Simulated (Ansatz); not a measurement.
# BrCdH3OSi: the cost of one run

Program: Ansatz 0.2.0, Gaussian basis. Level of theory: the settings change from run to run. These are calculated values, not measurements.

1 further run of the same task is left out (for a known fault of the program).

## 1. The geometry

The geometry comes from an earlier relaxation with PBE0-D4 in a triple-zeta def2 set; it is a stationary point, not always the lowest conformer. Cd takes a core potential in def2 sets; no spin-orbit term is included.

SMILES `[SiH3][O][Cd][Br]`, 7 atoms, charge 0, spin multiplicity 1.

Atoms are counted from 1 here; the program's logs count them from 0.

Bond lengths: Si1–O2 1.626 Å, Si1–H5 1.487 Å, Si1–H6 1.493 Å, Si1–H7 1.493 Å, O2–Cd3 1.957 Å, Cd3–Br4 2.387 Å. Angles: O2–Si1–H5 109.0°, O2–Si1–H6 111.9°, O2–Si1–H7 111.9°, H5–Si1–H6 108.5°, H5–Si1–H7 108.5°, H6–Si1–H7 107.0°, Si1–O2–Cd3 135.7°, O2–Cd3–Br4 177.1°.

Coordinates:

```xyz
7
charge 0, multiplicity 1
Si   -0.4664    1.0022    0.6476
O    -0.1853   -0.5918    0.4917
Cd    0.6631   -1.7407   -0.8460
Br    1.6731   -3.2378   -2.4071
H    -1.1784    1.2456    1.9304
H     0.8008    1.7924    0.6517
H    -1.3068    1.5301   -0.4683
```

## 2. revPBE0/def2-TZVPP

This run has atoms shaken by 0.08 Å, the search for lower states set to full.

File in.yaml:

```yaml
crystal:
  periodic: [false, false, false]
  atoms:
    - {symbol: Si, position_ang: [-0.471580, 0.919328, 0.408621]}
    - {symbol: O, position_ang: [-0.128573, -0.463504, 0.515346]}
    - {symbol: Cd, position_ang: [0.625416, -1.745483, -0.765449]}
    - {symbol: Br, position_ang: [1.671753, -3.324603, -2.363125]}
    - {symbol: H, position_ang: [-1.327005, 1.142697, 1.901735]}
    - {symbol: H, position_ang: [0.741327, 1.756874, 0.685514]}
    - {symbol: H, position_ang: [-1.348304, 1.402985, -0.412138]}
basis:
  gaussian: {orbitals: def2-TZVPP}
hamiltonian: {xc: {name: revPBE0}}
scf: {lower_state_search: full}
```

On the command line:

```
> ansatz run in.yaml --threads 4 --pin off --events-out ev --progress --plain --max-ram 10444MiB
```

Q: Estimate wall time and peak memory on 4 threads of Arm Neoverse V1, shared host.

About 7 s, with a peak of 0.72 GiB.
